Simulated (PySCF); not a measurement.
# Pd₂Cl⁺: structure of the triplet

The task is one start of a wider search on Pd₂Cl⁺: the triplet, from a PBE minimum start. It is relaxed, tested by its Hessian and followed downhill if it is a saddle.

The runs use PySCF 2.14.0; PBE, basis Cl def2-SVP, Pd def2-SVP with ECP28, scalar-relativistic core potentials, no spin–orbit coupling, density fitting.

## Step 1: Starting geometry

3 atoms, charge 1, spin multiplicity 3.

Bond lengths: Cl1–Pd2 2.312 Å, Cl1–Pd3 2.312 Å. Angles: Pd2–Cl1–Pd3 113.4°.

```xyz
3
charge 1 multiplicity 3
Cl    0.0000    0.0000   -1.1490
Pd    1.9326    0.0000    0.1206
Pd   -1.9326    0.0000    0.1206
```

## Step 2: Finding the electronic state

One driver script runs all steps and calls PySCF; scf.py shows how it sets up the SCF of each step. The optimiser is the driver's own. After this first run the driver tries any further starts and a stability analysis.

scf.py

```python
from pyscf import gto, scf, dft
mol = gto.M(atom='''
Cl     0.000000     0.000000    -1.148964
Pd     1.932608    -0.000000     0.120566
Pd    -1.932608     0.000000     0.120566''',
    basis={'Cl': 'def2-SVP', 'Pd': 'def2-SVP'},
    ecp={'Pd': 'def2-SVP'},
    charge=1, spin=2)
mf = dft.UKS(mol, xc='PBE')
mf.grids.atom_grid = (50, 194)
aux = {'Cl': 'def2-universal-JKFIT', 'Pd': 'def2-universal-JKFIT'}
mf = mf.density_fit(auxbasis=aux)
mf.conv_tol = 1e-08
mf.diis_space = 10
mf.max_cycle = 60
mf.init_guess = 'minao'
mf.verbose = 4
mf.kernel()
```

On the command line:

```bash
$ OMP_NUM_THREADS=2 python axn.py task.json out
```

Log:

```text
init E= -694.055470510911
[... the frontier-level lines of each cycle are left out ...]
cycle= 1 E= -713.282703250078  delta_E= -19.2  |g|= 1.66  |ddm|= 2.91
cycle= 2 E= -681.402149521356  delta_E= 31.9  |g|= 6.38  |ddm|= 9.66
cycle= 3 E= -714.607766951118  delta_E= -33.2  |g|= 1.26  |ddm|= 8.96
cycle= 4 E= -715.198263538041  delta_E= -0.59  |g|= 0.538  |ddm|= 1.66
cycle= 5 E= -715.355801015304  delta_E= -0.158  |g|= 0.234  |ddm|= 1.65
cycle= 6 E= -715.383499008972  delta_E= -0.0277  |g|= 0.104  |ddm|= 1.35
cycle= 7 E= -715.389726463125  delta_E= -0.00623  |g|= 0.0405  |ddm|= 0.264
cycle= 8 E= -715.390509026592  delta_E= -0.000783  |g|= 0.0235  |ddm|= 0.15
cycle= 9 E= -715.390745366405  delta_E= -0.000236  |g|= 0.0103  |ddm|= 0.0824
cycle= 10 E= -715.390799410227  delta_E= -5.4e-05  |g|= 0.00356  |ddm|= 0.0368
cycle= 11 E= -715.390713451267  delta_E= 8.6e-05  |g|= 0.012  |ddm|= 0.0242
cycle= 12 E= -715.390810352437  delta_E= -9.69e-05  |g|= 0.00121  |ddm|= 0.0187
cycle= 13 E= -715.390811169404  delta_E= -8.17e-07  |g|= 0.000353  |ddm|= 0.00223
cycle= 14 E= -715.390811214312  delta_E= -4.49e-08  |g|= 0.000141  |ddm|= 0.000657
cycle= 15 E= -715.390811225997  delta_E= -1.17e-08  |g|= 3.88e-05  |ddm|= 0.000411
cycle= 16 E= -715.390811226717  delta_E= -7.2e-10  |g|= 1.41e-05  |ddm|= 8.05e-05
Extra cycle  E= -715.390811226719  delta_E= -2.39e-12  |g|= 1.26e-05  |ddm|= 9.79e-05
converged SCF energy = -715.390811226719  <S^2> = 2.0010058  2S+1 = 3.0006704
```

This step, with its further starts and checks, ran for 32 s (2 threads of Arm Neoverse N1, shared host).

Energies from each starting density:

| start | energy (Eh) |
| --- | --- |
| the minimal-basis guess | -715.390811 |
| a thermally smeared density | -715.390811 |
| a smeared PBE density | -715.390811 |

No lower solution of this spin turned up from the other starts or in the test of internal stability.

## Step 3: Relaxing the triplet from the PBE minimum start

The program finds C2v symmetry in the start, which this walk keeps. Threshold on the gradient: 0.0003 Eh/bohr, with a further test on the energy change.

Changes to scf.py since step 2:

```diff
@@ -3,3 +3,3 @@
-Cl     0.000000     0.000000    -1.148964
-Pd     1.932608    -0.000000     0.120566
-Pd    -1.932608     0.000000     0.120566''',
+Cl     0.000000     0.000000    -1.089634
+Pd     1.932608     0.000000     0.179896
+Pd    -1.932608     0.000000     0.179896''',
@@ -16 +15,0 @@
-mf.init_guess = 'minao'
```

Steps of the walk:

```
step  energy (Eh)  change (kJ/mol)  largest symmetric gradient (Eh/bohr)
   0  -715.390811             0.00                               0.00017
```

The walk took 2.3 s.

It settles in C2v symmetry, 0.0 kJ/mol below the start, after 0 steps: Cl–Pd 2.312 Å (×2); Pd–Cl–Pd 113.4°.

## Step 4: Frequencies

On the finer grid the gradient is checked again; gradients at displacements of ±0.02 bohr then give force constants and infrared intensities.

Changes to scf.py since step 3:

```diff
@@ -10 +10 @@
-mf.grids.atom_grid = (50, 194)
+mf.grids.atom_grid = (75, 302)
@@ -13 +13 @@
-mf.conv_tol = 1e-08
+mf.conv_tol = 1e-10
```

This SCF starts from the last density.

SCF at the final geometry:

```text
init E= -715.390921813761
[... the frontier-level lines of each cycle are left out ...]
cycle= 1 E= -715.39092181375  delta_E= 1.01e-11  |g|= 4.13e-06  |ddm|= 1.02e-05
Extra cycle  E= -715.390921813211  delta_E= 5.39e-10  |g|= 2.87e-05  |ddm|= 4.49e-05
converged SCF energy = -715.390921813211  <S^2> = 2.001006  2S+1 = 3.0006706
```

The whole step took 42 s.

Geometry: C2v; Cl–Pd 2.312 Å (×2); Pd–Cl–Pd 113.4°.

Harmonic modes (main isotopes):

| symmetry | ω (cm⁻¹) | IR (km/mol) |
| --- | --- | --- |
| a1 | 37 | 0.3 |
| a1 | 251 | 3.4 |
| b2 | 327 | 1.6 |

No imaginary mode, so this is a minimum.

Properties at this point:

```yaml
Dipole_moment_about_the_centre_of_mass: 1.95 D
Highest_occupied_level: -11.01 eV
Lowest_empty_level: -10.69 eV
Rotational_constants: 0.3485, 0.02131, 0.02008 cm⁻¹
Zero-point_energy: 3.7 kJ/mol
Principal_polarisabilities: 32.4, 39.6, 110.9 bohr³
Principal_traceless_quadrupole_moments_about_the_centre_of_mass: -14.58, -12.76, 27.34 D Å
Entropy_at_298.15_K_and_1_bar_electronic_part_spin_only: 336.6 J/(mol K)
Heat_capacity_Cp_at_298.15_K: 55.7 J/(mol K)
Enthalpy_at_298.15_K_above_0_K: 14.47 kJ/mol
Rotational_symmetry_number: 2
Spin_squared_⟨S²⟩: 2.001
```

Charges (e) and bond orders:

```
 atom  Mulliken  Löwdin  polar tensor  spin (Mulliken)  Mayer order to Cl1
  Cl1     -0.06    0.47         -0.15             0.30                   –
Pd2,3      0.53    0.26          0.58             0.85                0.79
```

Outer orbital energies (eV). α occupied: -12.06, -11.65, -11.62, -11.59, -11.57, -11.53, -11.42, -11.26; empty: -8.48, -7.92, -4.88, -4.50. β occupied: -11.80, -11.74, -11.65, -11.18, -11.17, -11.13, -11.12, -11.01; empty: -10.69, -10.57, -8.16, -7.60.

Mulliken populations on Cl1: s 5.94, p 11.08, d 0.04.

## Step 5: Summary of results

| quantity | value |
| --- | --- |
| minimum | triplet, C2v |
| geometry | Cl–Pd 2.312 Å (×2); Pd–Cl–Pd 113.4° |
| wavenumbers (cm⁻¹) | 37 (a1), 251 (a1), 327 (b2) |
| dipole moment (centre of mass) | 1.95 D |
| highest occupied, lowest empty level (either spin) | -11.01, -10.69 eV |
| polar-tensor charge of Cl1 | -0.15 e |
| zero-point energy | 3.7 kJ/mol |
| entropy at 298.15 K | 336.6 J/(mol K) |
| ⟨S²⟩ | 2.001 |

**Reading.** The PBE minimum start keeps its C2v symmetry and ends in a minimum. In the infrared the band at 251 cm⁻¹ (a1) leads. Only this shape and spin were tried, so other structures or states may lie lower. One determinant may miss the lowest occupation of an open d or f shell.

The search up to here took 76 s.
